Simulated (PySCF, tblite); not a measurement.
# C₅H₁₂N₂OSi: geometry, infrared bands, NMR shifts, electronic excitations and core binding energies, part 3 of 3

tblite 0.8.0 and PySCF 2.14.0. Atoms count from 0.

### 8 Core-electron binding energies: SCAN, X2C

The job: settings as JSON, then the geometry in Å.

```
{"job": {"kind": "xps"}, "charge": 0, "multiplicity": 1}
C      3.267700    -0.207245    -0.473528
C      2.028039    -0.842913     0.116540
O      2.068882    -1.688947     0.989237
N      0.853320    -0.420252    -0.424949
C     -0.424815    -0.886402     0.069618
C     -1.491901    -0.564769    -0.975848
N     -1.670007     0.878169    -0.914014
Si    -1.482594     1.492311     0.713803
C     -0.823963    -0.154041     1.367812
H      3.427388    -0.568540    -1.501305
H      3.181954     0.889445    -0.511273
H      4.131962    -0.487288     0.139434
H      0.838326     0.367075    -1.062699
H     -0.338683    -1.969028     0.246636
H     -1.149445    -0.887545    -1.974151
H     -2.412297    -1.138570    -0.745370
H     -2.249345     1.289399    -1.634317
H     -2.753107     1.932805     1.377047
H     -0.535498     2.650340     0.778411
H      0.022871    -0.110290     2.066308
H     -1.639713    -0.697319     1.873743
```

Method: delta-SCF UKS SCAN, pcX-2 on the ionised atom, pcseg-1 elsewhere, spin-free X2C.

Log:

```text
ground state, core basis on atom 0 (C), 221 functions
  cycle   1  E = -672.30866802  |g| = 9.24e-01
  cycle   2  E = -671.56810918  |g| = 2.03e+00
  cycle   3  E = -672.45761631  |g| = 4.12e-01
  cycle   4  E = -672.49397522  |g| = 1.17e-01
  cycle   5  E = -672.49655434  |g| = 5.21e-02
  cycle   6  E = -672.49719948  |g| = 1.08e-02
  cycle   7  E = -672.49722861  |g| = 2.54e-03
  cycle   8  E = -672.49722904  |g| = 1.27e-03
  cycle   9  E = -672.49723049  |g| = 1.49e-04
  E(ground) = -672.55345995 Eh
hole in C 1s of atom 0
  cycle   1  E = -661.24890962  |g| = 1.50e+00
  cycle   2  E = -658.47556995  |g| = 2.43e+00
  cycle   3  E = -661.46996953  |g| = 8.33e-01
  cycle   4  E = -661.73570058  |g| = 4.06e-01
  cycle   5  E = -661.78555578  |g| = 2.26e-01
  cycle   6  E = -661.80067309  |g| = 1.23e-01
  cycle   7  E = -661.80733801  |g| = 1.21e-02
  cycle   8  E = -661.80740451  |g| = 6.11e-03
  cycle   9  E = -661.80742312  |g| = 1.98e-03
  cycle  10  E = -661.80742528  |g| = 1.03e-03
  cycle  11  E = -661.80742602  |g| = 4.05e-04
  E(ion) = -661.86315246 Eh   <S^2> = 0.7672   hole on atom = 1.000   binding energy = 290.898 eV
ground state, core basis on atom 1 (C), 221 functions
  cycle   1  E = -672.50331261  |g| = 5.87e-02
  cycle   2  E = -672.50329088  |g| = 2.11e-02
  cycle   3  E = -672.50331990  |g| = 1.83e-02
  cycle   4  E = -672.50340392  |g| = 3.78e-03
  cycle   5  E = -672.50340648  |g| = 1.01e-03
  cycle   6  E = -672.50340568  |g| = 2.70e-04
  E(ground) = -672.55949432 Eh
hole in C 1s of atom 1
  cycle   1  E = -661.16695115  |g| = 1.51e+00
  cycle   2  E = -658.64637444  |g| = 2.53e+00
  cycle   3  E = -661.36196030  |g| = 8.41e-01
  cycle   4  E = -661.57945926  |g| = 5.82e-01
  cycle   5  E = -661.61842330  |g| = 4.87e-01
  cycle   6  E = -661.71859748  |g| = 1.42e-01
  cycle   7  E = -661.72786701  |g| = 2.97e-02
  cycle   8  E = -661.72826620  |g| = 1.41e-02
  cycle   9  E = -661.72838750  |g| = 4.08e-03
  cycle  10  E = -661.72840499  |g| = 3.98e-03
  cycle  11  E = -661.72842402  |g| = 2.27e-03
  cycle  12  E = -661.72843419  |g| = 1.55e-03
  cycle  13  E = -661.72844125  |g| = 6.30e-04
  cycle  14  E = -661.72844220  |g| = 4.70e-04
  E(ion) = -661.78330426 Eh   <S^2> = 0.8161   hole on atom = 1.000   binding energy = 293.235 eV
ground state, core basis on atom 2 (O), 221 functions
  cycle   1  E = -672.52585083  |g| = 9.77e-02
  cycle   2  E = -672.52446906  |g| = 9.25e-02
  cycle   3  E = -672.52480151  |g| = 8.29e-02
  cycle   4  E = -672.52610335  |g| = 8.49e-03
  cycle   5  E = -672.52611946  |g| = 6.42e-04
  cycle   6  E = -672.52612209  |g| = 3.69e-04
  E(ground) = -672.57957618 Eh
hole in O 1s of atom 2
  cycle   1  E = -651.96853768  |g| = 2.22e+00
  cycle   2  E = -650.32476075  |g| = 2.45e+00
  cycle   3  E = -652.17352442  |g| = 1.11e+00
  cycle   4  E = -652.76650346  |g| = 3.39e-01
  cycle   5  E = -652.80101363  |g| = 1.24e-01
  cycle   6  E = -652.80687012  |g| = 5.27e-02
  cycle   7  E = -652.80806459  |g| = 8.12e-03
  cycle   8  E = -652.80809161  |g| = 4.67e-03
  cycle   9  E = -652.80810073  |g| = 2.31e-03
  cycle  10  E = -652.80810487  |g| = 1.30e-03
  cycle  11  E = -652.80810691  |g| = 6.43e-04
  cycle  12  E = -652.80810782  |g| = 4.17e-04
  E(ion) = -652.86333145 Eh   <S^2> = 0.7656   hole on atom = 1.000   binding energy = 536.506 eV
ground state, core basis on atom 3 (N), 221 functions
  cycle   1  E = -672.50932047  |g| = 9.41e-02
  cycle   2  E = -672.50591345  |g| = 1.45e-01
  cycle   3  E = -672.50954537  |g| = 4.83e-02
  cycle   4  E = -672.50994433  |g| = 1.94e-02
  cycle   5  E = -672.51001981  |g| = 1.43e-03
  cycle   6  E = -672.51002052  |g| = 4.13e-04
  E(ground) = -672.56448225 Eh
hole in N 1s of atom 3
  cycle   1  E = -656.90444069  |g| = 1.88e+00
  cycle   2  E = -654.56889508  |g| = 2.88e+00
  cycle   3  E = -657.29146972  |g| = 8.55e-01
  cycle   4  E = -657.39898922  |g| = 7.34e-01
  cycle   5  E = -657.59653002  |g| = 2.14e-01
  cycle   6  E = -657.61392713  |g| = 8.53e-02
  cycle   7  E = -657.61700665  |g| = 1.79e-02
  cycle   8  E = -657.61715108  |g| = 6.26e-03
  cycle   9  E = -657.61717022  |g| = 1.97e-03
  cycle  10  E = -657.61717239  |g| = 7.31e-04
  cycle  11  E = -657.61717235  |g| = 2.49e-04
  E(ion) = -657.66964182 Eh   <S^2> = 0.7651   hole on atom = 1.000   binding energy = 405.309 eV
ground state, core basis on atom 4 (C), 221 functions
  cycle   1  E = -672.49943526  |g| = 5.83e-02
  cycle   2  E = -672.49931814  |g| = 2.77e-02
  cycle   3  E = -672.49913987  |g| = 3.96e-02
  cycle   4  E = -672.49947838  |g| = 9.87e-03
  cycle   5  E = -672.49950003  |g| = 1.01e-03
  cycle   6  E = -672.49949671  |g| = 2.48e-04
  E(ground) = -672.55503927 Eh
hole in C 1s of atom 4
  cycle   1  E = -661.20838432  |g| = 1.52e+00
  cycle   2  E = -659.16769747  |g| = 2.58e+00
  cycle   3  E = -661.53130663  |g| = 7.43e-01
  cycle   4  E = -661.60471329  |g| = 6.62e-01
  cycle   5  E = -661.76817750  |g| = 1.93e-01
  cycle   6  E = -661.78207578  |g| = 7.36e-02
  cycle   7  E = -661.78424359  |g| = 1.59e-02
  cycle   8  E = -661.78434163  |g| = 7.18e-03
  cycle   9  E = -661.78437130  |g| = 2.12e-03
  cycle  10  E = -661.78437532  |g| = 1.34e-03
  cycle  11  E = -661.78437660  |g| = 5.84e-04
  cycle  12  E = -661.78437698  |g| = 1.50e-04
  E(ion) = -661.83817761 Eh   <S^2> = 0.7710   hole on atom = 1.000   binding energy = 291.621 eV
ground state, core basis on atom 5 (C), 221 functions
  cycle   1  E = -672.49803270  |g| = 5.81e-02
  cycle   2  E = -672.49800288  |g| = 2.11e-02
  cycle   3  E = -672.49800463  |g| = 2.12e-02
  cycle   4  E = -672.49810563  |g| = 4.35e-03
  cycle   5  E = -672.49810791  |g| = 1.16e-03
  cycle   6  E = -672.49810751  |g| = 3.47e-04
  E(ground) = -672.55434567 Eh
hole in C 1s of atom 5
  cycle   1  E = -661.21504112  |g| = 1.51e+00
  cycle   2  E = -657.54929825  |g| = 2.79e+00
  cycle   3  E = -659.14011053  |g| = 1.83e+00
  cycle   4  E = -661.67472470  |g| = 5.00e-01
  cycle   5  E = -661.67584250  |g| = 5.16e-01
  cycle   6  E = -661.77303425  |g| = 1.60e-01
  cycle   7  E = -661.78281199  |g| = 3.59e-02
  cycle   8  E = -661.78337020  |g| = 1.12e-02
  cycle   9  E = -661.78343373  |g| = 3.92e-03
  cycle  10  E = -661.78344456  |g| = 2.33e-03
  cycle  11  E = -661.78344686  |g| = 9.03e-04
  cycle  12  E = -661.78344934  |g| = 5.19e-04
  cycle  13  E = -661.78344981  |g| = 1.52e-04
  E(ion) = -661.83786018 Eh   <S^2> = 0.7716   hole on atom = 1.000   binding energy = 291.610 eV
ground state, core basis on atom 6 (N), 221 functions
  cycle   1  E = -672.51158963  |g| = 7.42e-02
  cycle   2  E = -672.51151582  |g| = 2.79e-02
  cycle   3  E = -672.51143614  |g| = 3.42e-02
  cycle   4  E = -672.51167205  |g| = 5.01e-03
  cycle   5  E = -672.51167680  |g| = 1.37e-03
  cycle   6  E = -672.51167571  |g| = 4.17e-04
  E(ground) = -672.56605384 Eh
hole in N 1s of atom 6
  cycle   1  E = -656.93680057  |g| = 1.87e+00
  cycle   2  E = -653.43258187  |g| = 2.85e+00
  cycle   3  E = -656.99538777  |g| = 1.15e+00
  cycle   4  E = -657.52307800  |g| = 5.59e-01
  cycle   5  E = -657.60372591  |g| = 3.29e-01
  cycle   6  E = -657.64893091  |g| = 7.75e-02
  cycle   7  E = -657.65174627  |g| = 1.36e-02
  cycle   8  E = -657.65181584  |g| = 6.39e-03
  cycle   9  E = -657.65183485  |g| = 1.84e-03
  cycle  10  E = -657.65183786  |g| = 1.02e-03
  cycle  11  E = -657.65183690  |g| = 2.84e-04
  E(ion) = -657.70448396 Eh   <S^2> = 0.7651   hole on atom = 1.000   binding energy = 404.404 eV
ground state, core basis on atom 7 (Si), 232 functions
  cycle   1  E = -672.59566207  |g| = 2.88e-01
  cycle   2  E = -672.59572487  |g| = 4.10e-02
  cycle   3  E = -672.59567391  |g| = 3.47e-02
  cycle   4  E = -672.59583215  |g| = 1.58e-02
  cycle   5  E = -672.59588167  |g| = 3.64e-03
  cycle   6  E = -672.59588615  |g| = 7.16e-04
  cycle   7  E = -672.59588581  |g| = 9.81e-05
  E(ground) = -672.61039921 Eh
hole in Si 1s of atom 7
  cycle   1  E = -603.66933229  |g| = 4.35e+00
  cycle   2  E = -601.54324404  |g| = 2.72e+00
  cycle   3  E = -595.41951737  |g| = 3.34e+00
  cycle   4  E = -604.30397517  |g| = 9.29e-01
  cycle   5  E = -604.50213763  |g| = 7.25e-01
  cycle   6  E = -604.70290971  |g| = 2.39e-01
  cycle   7  E = -604.72664404  |g| = 6.80e-02
  cycle   8  E = -604.72805835  |g| = 5.46e-02
  cycle   9  E = -604.72950181  |g| = 9.71e-03
  cycle  10  E = -604.72954537  |g| = 2.61e-03
  cycle  11  E = -604.72954788  |g| = 1.28e-03
  cycle  12  E = -604.72954791  |g| = 3.24e-04
  E(ion) = -604.75184664 Eh   <S^2> = 0.7523   hole on atom = 1.000   binding energy = 1846.525 eV
hole in Si 2p of atom 7
  cycle   1  E = -668.32894496  |g| = 1.24e+00
  cycle   2  E = -666.21917591  |g| = 1.84e+00
  cycle   3  E = -667.96223252  |g| = 1.17e+00
  cycle   4  E = -668.59437373  |g| = 3.09e-01
  cycle   5  E = -668.61854439  |g| = 2.77e-01
  cycle   6  E = -668.65444587  |g| = 4.81e-02
  cycle   7  E = -668.65537695  |g| = 2.24e-02
  cycle   8  E = -668.65563763  |g| = 4.50e-03
  cycle   9  E = -668.65564757  |g| = 1.74e-03
  cycle  10  E = -668.65564879  |g| = 7.15e-04
  cycle  11  E = -668.65564827  |g| = 2.86e-04
  E(ion) = -668.68140223 Eh   <S^2> = 0.7520   hole on atom = 1.002   binding energy = 106.913 eV
  2p3/2 = 106.683 eV   2p1/2 = 107.307 eV
ground state, core basis on atom 8 (C), 221 functions
  cycle   1  E = -672.49824667  |g| = 6.15e-02
  cycle   2  E = -672.49821555  |g| = 2.86e-02
  cycle   3  E = -672.49830665  |g| = 2.32e-02
  cycle   4  E = -672.49841443  |g| = 1.11e-02
  cycle   5  E = -672.49843789  |g| = 1.72e-03
  cycle   6  E = -672.49844108  |g| = 3.08e-04
  E(ground) = -672.55432591 Eh
hole in C 1s of atom 8
  cycle   1  E = -661.26261489  |g| = 1.52e+00
  cycle   2  E = -660.33612274  |g| = 1.97e+00
  cycle   3  E = -661.77957628  |g| = 3.84e-01
  cycle   4  E = -661.81784825  |g| = 2.50e-01
  cycle   5  E = -661.83861012  |g| = 1.17e-01
  cycle   6  E = -661.84323920  |g| = 4.51e-02
  cycle   7  E = -661.84408088  |g| = 8.07e-03
  cycle   8  E = -661.84410406  |g| = 5.44e-03
  cycle   9  E = -661.84411754  |g| = 1.50e-03
  cycle  10  E = -661.84411886  |g| = 9.17e-04
  cycle  11  E = -661.84412042  |g| = 3.52e-04
  E(ion) = -661.89855169 Eh   <S^2> = 0.7691   hole on atom = 1.000   binding energy = 289.958 eV
```

Wall time 7.9 min (1 thread of AMD EPYC, shared host); peak memory 0.71 GiB.

The holes in one table. −ε is the ground-state orbital energy:

| hole | stands for | environment | ΔSCF (eV; 2p as the shell's mean) | −ε (eV) | ⟨S²⟩ |
| --- | --- | --- | --- | --- | --- |
| C1s on C0 | C0 | methyl carbon α to a carbonyl | 290.90 | 273.7 | 0.767 |
| C1s on C1 | C1 | amide carbonyl carbon | 293.24 | 276.1 | 0.816 |
| O1s on O2 | O2 | amide-type carbonyl oxygen | 536.51 | 515.4 | 0.766 |
| N1s on N3 | N3 | amide-type nitrogen | 405.31 | 386.5 | 0.765 |
| C1s on C4 | C4 | sp3 CH bonded to N | 291.62 | 274.9 | 0.771 |
| C1s on C5 | C5 | sp3 CH2 bonded to N | 291.61 | 274.7 | 0.772 |
| N1s on N6 | N6 | nitrogen bonded to C, Si, H, in a 5-membered ring | 404.40 | 385.7 | 0.765 |
| Si1s on Si7 | Si7 | silicon bonded to C, N, 2 H, in a 5-membered ring | 1846.53 | 1793.4 | 0.752 |
| Si2p on Si7 | Si7 | silicon bonded to C, N, 2 H, in a 5-membered ring | 106.89 | 96.2 | 0.752 |
| C1s on C8 | C8 | sp3 CH2 bonded to Si | 289.96 | 273.4 | 0.769 |

With the spin-orbit splitting: Si7 2p3/2 106.68, 2p1/2 107.31 eV. The table gives each 2p level as the mean over the whole 2p shell (two parts 2p3/2, one part 2p1/2), which differs a little from the single hole in the log.

### 9 Run by run: NMR shifts

Shifts (ppm) of some atoms, chosen among heavy atoms and hydrogens apart, with basis size and wall time:

| run | C1 | C5 | C4 | H17 | H18 | N3 | N6 | functions | time |
| --- | --- | --- | --- | --- | --- | --- | --- | --- | --- |
| PBE0/pcSseg-1 | 169.3 | 52.8 | 50.4 | 4.77 | 4.74 | 145.8 | 19.1 | 220 | 2.2 min |
| PBE/pcSseg-1 | 164.2 | 55.4 | 52.8 | 4.99 | 4.96 | 153.3 | 26.7 | 220 | 2.9 min |

### 10 Outcome

The summary covers parts 1 to 3.

```
                                                              quantity                                                            value
                             strongest single infrared mode (GFN2-xTB)                                            1750 cm⁻¹, 544 km/mol
                                          zero-point energy (GFN2-xTB)                                                   105.3 kcal/mol
                                                           point group                                                               C1
                                  rotational constants (main isotopes)                                             2.62, 0.82, 0.81 GHz
                                13C shifts against TMS (PBE0/pcSseg-1)                                169.3, 52.8, 50.4, 23.6, 16.8 ppm
1H shifts against TMS (PBE0/pcSseg-1, means over atoms taken as alike)  5.10, 4.77, 4.74, 4.23, 3.06, 2.89, 1.82, 1.58, 0.94, -0.11 ppm
                                17O shifts against H2O (PBE0/pcSseg-1)                                                        442.8 ppm
                                15N shifts against NH3 (PBE0/pcSseg-1)                                                  145.8, 19.1 ppm
                               29Si shifts against TMS (PBE0/pcSseg-1)                                                        -23.4 ppm
                                 surface potential, 1st and 99th percentile                                               -2.06 V and 1.62 V
                                       lowest singlet (PBE0/def2-SVPD)                                      5.70 eV (218 nm), f = 0.002
                              brightest single state of those computed                                      state 9, 7.03 eV, f = 0.059
                                                        lowest triplet                                                          5.17 eV
                                     vertical ionisation energy (ΔSCF)                                                          8.64 eV
                                      C1s binding energies, SCAN/pcX-2         C1 293.24, C4 291.62, C5 291.61, C0 290.90, C8 289.96 eV
                                      N1s binding energies, SCAN/pcX-2                                          N3 405.31, N6 404.40 eV
                                      O1s binding energies, SCAN/pcX-2                                                     O2 536.51 eV
                                     Si1s binding energies, SCAN/pcX-2                                                   Si7 1846.53 eV
                                     Si2p binding energies, SCAN/pcX-2                                                    Si7 106.89 eV
                                              range of the shift of N6                                                 19.1 to 26.7 ppm
```

**Reading.** The optimisation took 119 steps and gained 0.330 eV; among the close pairs (by a distance rule), C5–N6 changed most, from 1.484 to 1.451 Å (GFN2-xTB). No mode is imaginary among the 57: a minimum at this level. The strongest single mode, at 1750 cm⁻¹, moves mainly C1. GFN2-xTB is a fitted tight-binding method: band positions and strengths are rough. Its intensities can rank the bands wrongly. The optimisation took 16 steps and gained 0.267 eV; among the close pairs (by a distance rule), Si7–H18 changed most, from 1.446 to 1.497 Å (PBE0/def2-SVP). No frequency check was run at this level, so the end point may be a saddle. The most deshielded carbon is C1 (amide carbonyl carbon), at 169.3 ppm: it is a carbonyl in resonance with an O or N lone pair, the region of acids, esters and amides. At PBE0/pcSseg-1: The largest span, 775 ppm, is at O2, where the paramagnetic term is -512 ppm. The first singlet state (HOMO−1→LUMO+2 0.74, HOMO−1→LUMO+1 0.12) lies at 5.70 eV and is weak; of the 10 states computed, the strongest absorption comes from state 9 at 7.03 eV. The lowest triplet lies 0.53 eV below the lowest singlet (triplets in Tamm-Dancoff, singlets in full TDDFT). ΔSCF puts the ionisation energy at 8.64 eV, 1.73 eV above −ε(HOMO). The C1s levels kept as sound span 3.28 eV, from C8 (sp3 CH2 bonded to Si) up to C1 (amide carbonyl carbon). Across the 2 runs the shift of N6 moves most, between 19.1 (PBE0/pcSseg-1) and 26.7 ppm (PBE/pcSseg-1).
